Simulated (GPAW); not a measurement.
Ba2Tl5V3O12:

```
CELL_PARAMETERS angstrom
4.23698 2.44622 6.12840
-4.23698 2.44622 6.12840
0.00000 -4.89244 6.12840
ATOMIC_POSITIONS crystal
Ba 0.50000 0.50000 0.50000
Ba 0.00000 0.00000 0.00000
V 0.50000 0.50000 0.00000
V 0.00000 0.50000 0.50000
V 0.50000 0.00000 0.50000
Tl 0.00000 0.00000 0.50000
Tl 0.50000 0.00000 0.00000
Tl 0.00000 0.50000 0.00000
Tl 0.74045 0.74045 0.74045
Tl 0.25955 0.25955 0.25955
O 0.71652 0.08089 0.41242
O 0.41242 0.71652 0.08089
O 0.08089 0.41242 0.71652
O 0.58758 0.91911 0.28348
O 0.91911 0.28348 0.58758
O 0.28348 0.58758 0.91911
O 0.28348 0.91911 0.58758
O 0.58758 0.28348 0.91911
O 0.91911 0.58758 0.28348
O 0.41242 0.08089 0.71652
O 0.08089 0.71652 0.41242
O 0.71652 0.41242 0.08089
```

The cell was built by a generator and needn't be a form met in nature.

Base run:

| Property | Result |
| --- | --- |
| Program | GPAW 26.7.0 |
| Functional | LDA |
| Potentials or basis | the program's PAW data sets (release 1.2.1) made for this functional |
| Cutoff | 800 eV |
| Basis | pw |
| k mesh | 3 × 3 × 3 |
| Occupations | fermi-dirac, width 0.05 eV |
| Spin | collinear spin, ferromagnetic start |
| Starting moments | [0.0, 0.0, 2.0, 2.0, 2.0, 0.0, 0.0, 0.0, 0.0, 0.0, 0.0, 0.0, 0.0, 0.0, 0.0, 0.0, 0.0, 0.0, 0.0, 0.0, 0.0, 0.0] μB |

Its results: pressure -8.0 GPa; net moment 0.56 μB per cell; site moments Ba +0.00, -0.00; V +0.16; Tl -0.00, +0.01; O -0.00 μB; largest force 0.491 eV/Å.

Task: The run is repeated on the same cell with these changes: functional from LDA to AM05; potentials or basis from the program's PAW data sets (release 1.2.1) made for this functional to PAW data sets generated in the run's folder for this functional. What comes out?

Result: Pressure -3.1 GPa; net moment 0.95 μB per cell; site moments Ba +0.00, -0.00; V +0.27; Tl +0.00, +0.02; O -0.01 μB; largest force 0.152 eV/Å.
